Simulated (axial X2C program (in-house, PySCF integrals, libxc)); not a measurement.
**AsF⁺: properties at the nuclei**

Aim: properties at the nuclei of AsF⁺, with spin–orbit coupling in the Hamiltonian from the start.

Program: an in-house X2C program for linear molecules on PySCF integrals. Level of theory: two-component X2C with atomic mean-field terms, As dyall-acv3z, F dyall-av3z. These are calculated values, not measurements.

## 1. Set-up

The input, task.json:

```json
{"zs": [33, 9], "q": 1, "bas": ["dyall-acv3z", "dyall-av3z"], "r0": 1.85, "levels": ["PBE0", "HF", "B3LYP"], "nst": 1, "ff": 1, "thr": -3.5, "nmax": 130, "opt": {"ecut": 60}}
```

Keys: zs atomic numbers; q charge; bas basis sets; r0 starting distance in Å; levels methods (HF also brings MP2); nst determinants followed; ff finite-field run; thr threshold in hartree for freezing inner shells (an s shell follows its p shell); nmax most natural virtual spinors; ecut virtual cutoff in hartree.

On the command line:

```
python soeom.py task.json out
```

Nuclei are Gaussian, cores are contracted, and the Gaunt term is on.

## 2. Expectation values, lowest determinant

R = 1.661 Å. State: Ω = 1/2 (excess of +ω over −ω: ω = 1/2).

Output of the PBE0 run:

```text
two-component X2C + atomic mean field  PBE0
basis functions 173  fitting functions 939  grid points 5076
iter        total energy     max residual
   1      -2359.342918191     2.04e-05
   2      -2359.342918201     7.26e-06
   3      -2359.342918202     4.48e-06
converged
one-electron -3458.12750372  Coulomb 1099.15535540  exact exchange -23.09874419  xc functional -71.08135042  nuclear repulsion 94.62109069  atomic mean-field constant -0.81176596
```

The highest occupied spinor is 80% As p, 11% F p, 4% F d.

| level | Eeff magnitude (GV/cm) | Ws magnitude As (kHz) | A∥/gI As (MHz) | qzz As (a.u.) | A∥/gI F (MHz) | qzz F (a.u.) |
| --- | --- | --- | --- | --- | --- | --- |
| PBE0 | 0.0543 | 0.0678 | 2420 | -0.80 | 209 | 1.40 |
| HF | 0.362 | 0.329 | 2180 | -1.18 | 131 | 1.61 |
| B3LYP | 0.0499 | 0.0191 | 2390 | -0.68 | 213 | 1.35 |

Eeff is the effective electric field on the electron dipole moment in this Ω state and Ws the scalar–pseudoscalar constant (defined with the proton number Z and per Ω); A∥ is the parallel hyperfine constant, which follows by multiplying with the nuclear g factor gI = μI/(I μN); qzz is the electric field gradient, eQq0 = 234.96 MHz × Q/barn × qzz. The operators were transformed with the bare-nucleus X2C matrices.

## 3. Finite-field coupled cluster

Output:

```text
two-component X2C + atomic mean field  HF
basis functions 173  fitting functions 939  grid points 5076
iter        total energy     max residual
   1      -2357.557800341     2.09e-01
   2      -2357.585677357     8.40e-03
   3      -2357.586838770     6.04e-03
   4      -2357.587198751     2.28e-03
   5      -2357.587272362     8.60e-04
   6      -2357.587286503     6.29e-04
   7      -2357.587291101     2.36e-04
   8      -2357.587292128     8.99e-05
   9      -2357.587292317     4.55e-05
  10      -2357.587292378     1.47e-05
  11      -2357.587292383     3.90e-06
  12      -2357.587292383     2.58e-06
  13      -2357.587292384     9.79e-07
converged
one-electron -3458.14250178  Coulomb 1099.29480106  exact exchange -92.54891639  xc functional 0.00000000  nuclear repulsion 94.62109069  atomic mean-field constant -0.81176596
correlated 21  virtual 279  natural virtual 130  E(MP2) -0.834966536  MP2 remainder -0.048995685
iter   CCSD correlation   residual
   1     -0.740883807   1.46e-01
   2     -0.755619167   7.31e-02
   3     -0.760679954   2.39e-02
   4     -0.760355938   9.57e-03
   5     -0.760335236   3.66e-03
   6     -0.760415611   1.44e-03
   7     -0.760413236   5.07e-04
   8     -0.760410584   1.40e-04
   9     -0.760414209   4.64e-05
  10     -0.760412603   1.97e-05
  11     -0.760412888   8.69e-06
  12     -0.760412708   3.99e-06
  13     -0.760412692   1.80e-06
(T) -0.019675124  T1 0.0247  D1 0.0579  max T2 0.066
```

T1 in the output is the amplitude norm over the root of the electron number; divide by √2 for the Lee–Taylor value.

21 electrons correlated in 130 natural virtual spinors, MP2 remainder added; T1 = 0.017.

| level | Eeff magnitude (GV/cm) | Ws magnitude As (kHz) | A∥/gI As (MHz) | qzz As (a.u.) | A∥/gI F (MHz) |
| --- | --- | --- | --- | --- | --- |
| HF | 0.362 | 0.329 | 2180 | -1.18 | 131 |
| MP2 | 0.181 | 0.136 | 2310 | -0.80 | 210 |
| CCSD | 0.0905 | 0.0575 | 2130 | -0.89 | 183 |
| CCSD(T) | 0.125 | 0.087 | 2100 | -0.78 | 197 |

## 4. Outcome

| quantity | value |
| --- | --- |
| lowest determinant | Ω = 1/2 (excess of +ω over −ω: ω = 1/2) |
| Eeff magnitude (GV/cm), PBE0 | 0.0543 |
| Ws magnitude As (kHz), PBE0 | 0.0678 |
| A∥/gI As (MHz), PBE0 | 2420 |
| qzz As (a.u.), PBE0 | -0.80 |
| Eeff magnitude (GV/cm), CCSD(T) | 0.125 |
| Ws magnitude As (kHz), CCSD(T) | 0.087 |
| A∥/gI As (MHz), CCSD(T) | 2100 |
| qzz As (a.u.), CCSD(T) | -0.78 |

In the first state, the effective field runs from 0.0499 to 0.362 GV/cm over the mean-field levels, so the levels don't agree on it. The expectation values come from single determinants, which for open shells can mix terms of unlike spin or miss the lowest Ω, so a determinant need not be a state. Eeff is the effective electric field on the electron dipole moment in this Ω state and Ws the scalar–pseudoscalar constant (defined with the proton number Z and per Ω); A∥ is the parallel hyperfine constant, which follows by multiplying with the nuclear g factor gI = μI/(I μN); qzz is the electric field gradient, eQq0 = 234.96 MHz × Q/barn × qzz. The operators were transformed with the bare-nucleus X2C matrices. Correlation of the inner shells is missing, which matters for properties at the nucleus.
